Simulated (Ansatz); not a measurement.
# CH4F2OSi: up Jacob's ladder to CCSD(T)

Aim: compute CH4F2OSi with functionals from several rungs and with coupled cluster, and see how far each lands from CCSD(T) at the basis-set limit for the atomisation energy.

The runs use Ansatz 0.2.0, Gaussian basis; functionals in def2-TZVPP, the program's frozen cores in correlated methods.

The runs, in order: PBE-D4, r2SCAN-D4, PBE0-D4, B3LYP-D4, ωB97X-V, ωB97M-V, B2PLYP; CCSD(T)/def2-TZVPP; MP2/def2-QZVPP; extrapolation to the limit.

## (1) Structure used throughout

The geometry comes from an earlier relaxation with PBE0-D4 in a triple-zeta def2 set; it is a stationary point, not always the lowest conformer.

SMILES `O[SiH2]C(F)F`, 9 atoms, charge 0, spin multiplicity 1.

Atoms are counted from 1 here; the program's logs count them from 0.

Bond lengths: O1–Si2 1.641 Å, O1–H6 0.959 Å, Si2–C3 1.917 Å, Si2–H7 1.479 Å, Si2–H8 1.485 Å, C3–F4 1.373 Å, C3–F5 1.366 Å, C3–H9 1.096 Å. Angles: Si2–O1–H6 117.9°, O1–Si2–C3 109.6°, O1–Si2–H7 106.8°, O1–Si2–H8 113.1°, C3–Si2–H7 109.1°, C3–Si2–H8 106.3°, H7–Si2–H8 111.9°, Si2–C3–F4 108.9°, Si2–C3–F5 110.1°, Si2–C3–H9 115.7°, F4–C3–F5 107.4°, F4–C3–H9 106.9°, F5–C3–H9 107.4°.

As a file:

| atom | x (Å) | y (Å) | z (Å) |
| --- | --- | --- | --- |
| O1 | -1.7540 | 0.3333 | 0.5864 |
| Si2 | -0.6057 | -0.5612 | -0.1714 |
| C3 | 1.0258 | 0.4402 | -0.2738 |
| F4 | 1.4197 | 0.7811 | 0.9963 |
| F5 | 2.0159 | -0.3289 | -0.8160 |
| H6 | -1.6118 | 0.5590 | 1.5071 |
| H7 | -1.1003 | -0.8219 | -1.5409 |
| H8 | -0.2784 | -1.8178 | 0.5484 |
| H9 | 0.9773 | 1.3699 | -0.8531 |

## (2) PBE-D4 (GGA)

in.yaml reads:

```yaml
crystal:
  periodic: [false, false, false]
  atoms:
    - {symbol: O, position_ang: [-1.754047, 0.333294, 0.586405]}
    - {symbol: Si, position_ang: [-0.605660, -0.561156, -0.171445]}
    - {symbol: C, position_ang: [1.025841, 0.440234, -0.273781]}
    - {symbol: F, position_ang: [1.419651, 0.781148, 0.996278]}
    - {symbol: F, position_ang: [2.015932, -0.328863, -0.816003]}
    - {symbol: H, position_ang: [-1.611767, 0.558993, 1.507076]}
    - {symbol: H, position_ang: [-1.100273, -0.821937, -1.540861]}
    - {symbol: H, position_ang: [-0.278351, -1.817820, 0.548355]}
    - {symbol: H, position_ang: [0.977274, 1.369908, -0.853123]}
basis:
  gaussian: {orbitals: def2-TZVPP}
hamiltonian: {xc: pbe, dispersion: d4}
output: {forces: true, orbitals: {seedname: orbitals}}
```

Command:

```bash
$ ansatz run in.yaml --threads 4 --pin off --events-out ev --progress --plain --max-ram 10444MiB
```

After this run come: r2SCAN-D4 (meta-GGA); PBE0-D4 (hybrid); B3LYP-D4 (hybrid); ωB97X-V (range-separated); ωB97M-V (range-separated); B2PLYP (double hybrid); CCSD(T) in def2-TZVPP; MP2 in def2-QZVPP.

**Question.** What will the summary of the whole plan be? Wanted: atomisation energy, CCSD(T)/CBS; farthest; mean size of error, hybrid; mean size of error, range-separated; gap, smallest and largest; T1 diagnostic; triples share of the correlation energy.

The runs gave:

| quantity | value |
| --- | --- |
| atomisation energy, CCSD(T)/CBS | 3268.1 kJ/mol |
| functionals within 16.3 kJ/mol (0.5 %) | r2SCAN-D4, ωB97X-V, ωB97M-V |
| farthest | PBE-D4 (+56.3 kJ/mol) |
| mean size of error, hybrid | 28.9 kJ/mol |
| mean size of error, range-separated | 3.3 kJ/mol |
| gap, smallest and largest | 5.83 eV (PBE-D4), 12.78 eV (ωB97X-V) |
| T1 diagnostic | 0.0120 |
| triples share of the correlation energy | 3.1 % |

PBE-D4 misses by +56.3 kJ/mol. Double hybrids carry the basis error of their MP2 part in triple zeta, and no dispersion term here, so their miss is partly the set-up's. The reference freezes the cores and leaves out relativity and excitations past (T), so misses under about 16.3 kJ/mol can't be ranked. Hartree-Fock recovers 70 % of the binding; the rest is correlation. Orbital gaps span 5.8 to 12.8 eV; exact exchange widens them.
